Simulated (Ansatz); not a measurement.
**C6H18MoN4: one species, many methods**

An exercise on one series of results from a longer session: the logs are not shown, and one member is left open.

Computed with Ansatz 0.2.0, Gaussian basis. Level: functionals in def2-TZVPP, the program's frozen cores in correlated methods.

Plan: LDA (SPW92), PBE-D4, revPBE-D4, BLYP-D4, r2SCAN-D4, B97M-V, PBE0-D4, B3LYP-D4, r2SCANh-D4, r2SCAN0-D4, HSE06-D4, BHLYP-D4, CAM-B3LYP-D4, LC-ωPBE, ωB97X-V, ωB97M-V, B2PLYP, PBE-QIDH; CCSD(T)/def2-SVP; CCSD(T)/def2-TZVPP; MP2/def2-QZVPP; extrapolation to the limit; RPA on PBE.

### Structure used throughout

An earlier PBE0-D4 in a triple-zeta def2 set relaxation fixed the geometry. Mo takes the def2 core potential; no spin-orbit term is included.

SMILES `C[N]=[Mo](=[N]C)([N](C)C)[N](C)C`, 29 atoms, charge 0, spin multiplicity 1.

Atoms are counted from 1 here; the program's logs count them from 0.

Bond lengths: C1–N2 1.419 Å, C1–H12 1.097 Å, C1–H13 1.096 Å, C1–H14 1.097 Å, N2–Mo3 1.741 Å, Mo3–N4 1.741 Å, Mo3–N6 1.968 Å, Mo3–N9 1.968 Å, N4–C5 1.419 Å, C5–H15 1.096 Å, C5–H16 1.097 Å, C5–H17 1.097 Å, N6–C7 1.444 Å, N6–C8 1.444 Å, C7–H18 1.100 Å, C7–H19 1.100 Å, C7–H20 1.090 Å, C8–H21 1.100 Å and more. Angles: N2–C1–H12 110.6°, N2–C1–H13 112.1°, N2–C1–H14 110.5°, H12–C1–H13 108.0°, H12–C1–H14 107.5°, H13–C1–H14 108.0°, C1–N2–Mo3 161.5°, N2–Mo3–N4 114.5°, N2–Mo3–N6 107.5°, N2–Mo3–N9 107.4°, N4–Mo3–N6 107.4°, N4–Mo3–N9 107.5°, N6–Mo3–N9 112.6°, Mo3–N4–C5 161.5°, N4–C5–H15 112.1°, N4–C5–H16 110.6°, N4–C5–H17 110.5°, H15–C5–H16 108.0° and more.

Set-up of the first run:

in.yaml reads:

```yaml
crystal:
  periodic: [false, false, false]
  atoms:
    - {symbol: C, position_ang: [-0.837845, -0.348757, -3.184880]}
    - {symbol: N, position_ang: [-0.361237, -0.104048, -1.870902]}
    - {symbol: Mo, position_ang: [-0.202799, -0.143687, -0.137423]}
    - {symbol: N, position_ang: [-1.380356, -1.137414, 0.673455]}
    - {symbol: C, position_ang: [-2.473105, -2.012752, 0.904086]}
    - {symbol: N, position_ang: [-0.432408, 1.696579, 0.519676]}
    - {symbol: C, position_ang: [-0.108864, 2.876950, -0.247351]}
    - {symbol: C, position_ang: [-0.955119, 2.035331, 1.822807]}
    - {symbol: N, position_ang: [1.575112, -0.878979, 0.274397]}
    - {symbol: C, position_ang: [2.720979, -0.773030, -0.598473]}
    - {symbol: C, position_ang: [1.892562, -1.601419, 1.484198]}
    - {symbol: H, position_ang: [-1.134632, 0.589919, -3.667915]}
    - {symbol: H, position_ang: [-1.703296, -1.020887, -3.190477]}
    - {symbol: H, position_ang: [-0.052333, -0.802880, -3.800721]}
    - {symbol: H, position_ang: [-2.970352, -2.305007, -0.027609]}
    - {symbol: H, position_ang: [-2.135270, -2.925793, 1.408709]}
    - {symbol: H, position_ang: [-3.218925, -1.535043, 1.550596]}
    - {symbol: H, position_ang: [-0.987173, 3.531861, -0.350986]}
    - {symbol: H, position_ang: [0.682493, 3.465267, 0.239881]}
    - {symbol: H, position_ang: [0.235619, 2.607542, -1.245776]}
    - {symbol: H, position_ang: [-0.210213, 2.577973, 2.423174]}
    - {symbol: H, position_ang: [-1.242207, 1.137489, 2.370003]}
    - {symbol: H, position_ang: [-1.840144, 2.683540, 1.735316]}
    - {symbol: H, position_ang: [2.453989, -0.271191, -1.528438]}
    - {symbol: H, position_ang: [3.533362, -0.203431, -0.123730]}
    - {symbol: H, position_ang: [3.120253, -1.768212, -0.846034]}
    - {symbol: H, position_ang: [2.285622, -2.602929, 1.252792]}
    - {symbol: H, position_ang: [1.007094, -1.718338, 2.109007]}
    - {symbol: H, position_ang: [2.659294, -1.076852, 2.073022]}
basis:
  gaussian: {orbitals: def2-TZVPP}
hamiltonian: {xc: lda}
output: {orbitals: {seedname: orbitals}}
```

Launch:

```sh
> ansatz run in.yaml --threads 11 --pin off --events-out ev --progress --plain --max-ram 174080MiB --backend cuda --devices 0, --max-vram 75GiB
```

Among the steps run: LDA; PBE-D4 (GGA); revPBE-D4 (GGA); BLYP-D4 (GGA); r2SCAN-D4 (meta-GGA); B97M-V (meta-GGA); PBE0-D4 (hybrid); B3LYP-D4 (hybrid); r2SCANh-D4 (hybrid); r2SCAN0-D4 (hybrid); HSE06-D4 (hybrid); BHLYP-D4 (hybrid); CAM-B3LYP-D4 (range-separated); LC-ωPBE (range-separated); ωB97X-V (range-separated); ωB97M-V (range-separated); B2PLYP (double hybrid); PBE-QIDH (double hybrid).

One table of the session follows, with a row left open; its other results are not shown here.

It belongs to the step «Orbital energies across the functionals». 

| functional | HOMO (eV) | gap (eV) |
| --- | --- | --- |
| LDA (SPW92) | -4.47 | 3.15 |
| PBE-D4 | -4.36 | 3.19 |
| revPBE-D4 | -4.31 | 3.20 |
| BLYP-D4 | -4.25 | 3.19 |
| r2SCAN-D4 | -4.55 | 3.48 |
| B97M-V | -4.70 | 3.59 |
| PBE0-D4 | -5.49 | 5.10 |
| B3LYP-D4 | ? | ? |
| r2SCANh-D4 | -4.98 | 4.20 |
| r2SCAN0-D4 | -5.63 | 5.30 |
| HSE06-D4 | -5.10 | 4.33 |
| BHLYP-D4 | -6.57 | 7.08 |
| CAM-B3LYP-D4 | -6.73 | 7.40 |
| LC-ωPBE | -7.96 | 9.70 |
| ωB97X-V | -7.66 | 9.29 |
| ωB97M-V | -7.59 | 8.97 |

Q: Estimate the row for B3LYP-D4 from the others.

Worked estimate for «HOMO (eV)». Against the share of exact exchange, BLYP-D4 (0, -4.25), BHLYP-D4 (0.5, -6.57) give a slope of -4.64 per unit share; at 0.2 the line stands at -5.18.

As computed: HOMO (eV): -5.31; gap (eV): 4.71. In «HOMO (eV)» the line misses by +0.13.
